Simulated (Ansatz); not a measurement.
**C2H6O2SSi: a ladder of functionals and wavefunction methods**

An exercise on one series of results from a longer session: the logs are not shown, and one member is left open.

The runs use Ansatz 0.2.0, Gaussian basis; functionals in def2-TZVPP, the program's frozen cores in correlated methods.

The runs, in order: PBE-D4, r2SCAN-D4, PBE0-D4, B3LYP-D4, ωB97X-V, ωB97M-V, B2PLYP; CCSD(T)/def2-TZVPP; MP2/def2-QZVPP; extrapolation to the limit.

### The geometry

An earlier PBE0-D4 in a triple-zeta def2 set relaxation fixed the geometry.

SMILES `OC(=S)OC[SiH3]`, 12 atoms, charge 0, spin multiplicity 1.

Atoms are counted from 1 here; the program's logs count them from 0.

Bond lengths: O1–C2 1.332 Å, O1–H7 0.967 Å, C2–S3 1.633 Å, C2–O4 1.315 Å, O4–C5 1.440 Å, C5–Si6 1.892 Å, C5–H8 1.094 Å, C5–H9 1.093 Å, Si6–H10 1.483 Å, Si6–H11 1.483 Å, Si6–H12 1.486 Å. Angles: C2–O1–H7 105.8°, O1–C2–S3 124.0°, O1–C2–O4 112.9°, S3–C2–O4 123.1°, C2–O4–C5 119.9°, O4–C5–Si6 107.7°, O4–C5–H8 109.8°, O4–C5–H9 109.8°, Si6–C5–H8 111.1°, Si6–C5–H9 111.1°, H8–C5–H9 107.4°, C5–Si6–H10 109.9°, C5–Si6–H11 109.9°, C5–Si6–H12 106.9°, H10–Si6–H11 110.2°, H10–Si6–H12 109.9°, H11–Si6–H12 109.9°.

Set-up of the first run:

in.yaml

```yaml
crystal:
  periodic: [false, false, false]
  atoms:
    - {symbol: O, position_ang: [-1.509974, 0.208755, 1.733580]}
    - {symbol: C, position_ang: [-1.384235, 1.068430, 0.723907]}
    - {symbol: S, position_ang: [-2.292899, 2.413778, 0.550195]}
    - {symbol: O, position_ang: [-0.444889, 0.722254, -0.128890]}
    - {symbol: C, position_ang: [0.315540, -0.480435, 0.090873]}
    - {symbol: Si, position_ang: [1.544888, -0.650935, -1.336960]}
    - {symbol: H, position_ang: [-2.219424, 0.558749, 2.289500]}
    - {symbol: H, position_ang: [0.833813, -0.420790, 1.051919]}
    - {symbol: H, position_ang: [-0.356736, -1.341654, 0.135331]}
    - {symbol: H, position_ang: [0.813173, -0.752353, -2.622876]}
    - {symbol: H, position_ang: [2.460109, 0.515759, -1.358408]}
    - {symbol: H, position_ang: [2.317833, -1.896859, -1.094070]}
basis:
  gaussian: {orbitals: def2-TZVPP}
hamiltonian: {xc: pbe, dispersion: d4}
output: {forces: true, orbitals: {seedname: orbitals}}
```

On the command line:

```
> ansatz run in.yaml --threads 2 --pin off --events-out ev --progress --plain --max-ram 22528MiB --backend cuda --devices 0, --max-vram 18GiB
```

Among the steps run: PBE-D4 (GGA); r2SCAN-D4 (meta-GGA); PBE0-D4 (hybrid); B3LYP-D4 (hybrid); ωB97X-V (range-separated); ωB97M-V (range-separated); B2PLYP (double hybrid); CCSD(T) in def2-TZVPP; MP2 in def2-QZVPP.

One of the session's tables, all rows but one given; the rest of the session is left out.

It belongs to the step «Atomisation energies». 

| method | atomisation energy (kJ/mol) |
| --- | --- |
| PBE-D4 | 4505.2 |
| r2SCAN-D4 | 4409.5 |
| PBE0-D4 | 4387.5 |
| B3LYP-D4 | 4372.2 |
| ωB97X-V | 4404.0 |
| ωB97M-V | 4403.7 |
| B2PLYP | 4324.6 |
| HF/def2-TZVPP | 3024.1 |
| MP2/def2-TZVPP | ? |
| CCSD/def2-TZVPP | 4161.5 |
| CCSD(T)/def2-TZVPP | 4248.6 |
| MP2/CBS | 4477.3 |
| CCSD(T)/CBS | 4379.1 |

Estimate the missing values for MP2/def2-TZVPP.

The run gave: atomisation energy (kJ/mol): 4346.8. In the column «atomisation energy (kJ/mol)» it lies between B2PLYP (4324.6) and B3LYP-D4 (4372.2).
